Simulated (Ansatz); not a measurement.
# CH₂B₂F₂: one species, many methods

Aim: compute CH₂B₂F₂ with functionals from several rungs and with coupled cluster. The yardstick is the atomisation energy at the CCSD(T) limit.

The runs use Ansatz 0.2.0, Gaussian basis; functionals in def2-TZVPP, the program's frozen cores in correlated methods.

Plan: LDA (SPW92), PBE-D4, revPBE-D4, BLYP-D4, r2SCAN-D4, B97M-V, PBE0-D4, B3LYP-D4, r2SCANh-D4, r2SCAN0-D4, HSE06-D4, BHLYP-D4, CAM-B3LYP-D4, LC-ωPBE, ωB97X-V, ωB97M-V, B2PLYP, PBE-QIDH; CCSD(T)/def2-SVP; CCSD(T)/def2-TZVPP; MP2/def2-QZVPP; extrapolation to the limit; RPA on PBE.

**1. Structure used throughout**

An earlier PBE0-D4 in a triple-zeta def2 set relaxation fixed the geometry.

7 atoms, charge 0, spin multiplicity 1.

Atoms are counted from 1 here; the program's logs count them from 0.

Bond lengths: F1–B2 1.306 Å, B2–C3 1.611 Å, B2–B4 1.587 Å, C3–B4 1.510 Å, C3–H6 1.088 Å, C3–H7 1.114 Å, B4–F5 1.317 Å. Angles: F1–B2–C3 132.8°, F1–B2–B4 169.6°, C3–B2–B4 56.3°, B2–C3–B4 61.0°, B2–C3–H6 147.8°, B2–C3–H7 78.4°, B4–C3–H6 133.3°, B4–C3–H7 113.8°, H6–C3–H7 109.3°, B2–B4–C3 62.6°, B2–B4–F5 150.8°, C3–B4–F5 134.7°.

**2. LDA**

This LDA is Slater exchange with PW92 correlation.

Input file in.yaml:

```yaml
crystal:
  periodic: [false, false, false]
  atoms:
    - {symbol: F, position_ang: [-0.633257, -2.094803, 0.364828]}
    - {symbol: B, position_ang: [-0.497111, -0.861174, -0.041446]}
    - {symbol: C, position_ang: [0.520961, 0.319860, 0.364587]}
    - {symbol: B, position_ang: [-0.433624, 0.540027, -0.784470]}
    - {symbol: F, position_ang: [-1.029117, 1.592907, -1.304274]}
    - {symbol: H, position_ang: [0.913732, 0.969475, 1.144429]}
    - {symbol: H, position_ang: [1.219518, -0.534292, 0.210646]}
basis:
  gaussian: {orbitals: def2-TZVPP}
hamiltonian: {xc: lda}
output: {orbitals: {seedname: orbitals}}
```

Run with:

```bash
$ ansatz run in.yaml --threads 2 --pin off --events-out ev --progress --plain --max-ram 4352MiB
```

Further steps of the session: PBE-D4 (GGA); revPBE-D4 (GGA); BLYP-D4 (GGA); r2SCAN-D4 (meta-GGA); B97M-V (meta-GGA); B3LYP-D4 (hybrid); r2SCANh-D4 (hybrid); r2SCAN0-D4 (hybrid); HSE06-D4 (hybrid); BHLYP-D4 (hybrid); CAM-B3LYP-D4 (range-separated); LC-ωPBE (range-separated); ωB97X-V (range-separated); ωB97M-V (range-separated); B2PLYP (double hybrid); PBE-QIDH (double hybrid); CCSD(T) in def2-SVP; CCSD(T) in def2-TZVPP; MP2 in def2-QZVPP; RPA on PBE orbitals.

Before running them: what should the planned runs give, taken together? Wanted: atomisation energy, CCSD(T)/CBS; farthest beyond LDA; mean size of error, GGA; mean size of error, meta-GGA; mean size of error, hybrid; mean size of error, range-separated; mean size of error, double hybrid; gap, smallest and largest; T1 diagnostic.

**Answer**, as computed:

```
                               quantity                                      value
        atomisation energy, CCSD(T)/CBS                             703.1 kcal/mol
functionals within 3.5 kcal/mol (0.5 %)                         r2SCAN0-D4, B2PLYP
                    farthest beyond LDA                    PBE-D4 (+34.6 kcal/mol)
                mean size of error, GGA                              17.8 kcal/mol
           mean size of error, meta-GGA                              16.3 kcal/mol
             mean size of error, hybrid                              11.3 kcal/mol
    mean size of error, range-separated                              10.1 kcal/mol
      mean size of error, double hybrid                               4.4 kcal/mol
              gap, smallest and largest  3.30 eV (LDA (SPW92)), 10.81 eV (LC-ωPBE)
                          T1 diagnostic                                     0.0144
triples share of the correlation energy                                      3.6 %
```

**Reading.** The LDA atomisation energy is off by 129.3 kcal/mol (18 %): it overbinds. PBE-D4 is off by +34.6 kcal/mol. Double hybrids carry the basis error of their MP2 part in triple zeta, and no dispersion term here, so their miss is partly the set-up's. Taken by rung, double hybrid functionals do best (4.4 kcal/mol on average) and GGA ones worst beyond LDA (17.8 kcal/mol). Misses under about 3.5 kcal/mol are within the doubt on the reference itself, which lacks core-valence correlation, relativity and higher excitations. Hartree-Fock recovers 75 % of the binding; the rest is correlation. CCSD(T) in def2-SVP is off by -26.0 kcal/mol, which most functionals beat. Orbital gaps span 3.3 to 10.8 eV; exact exchange widens them.
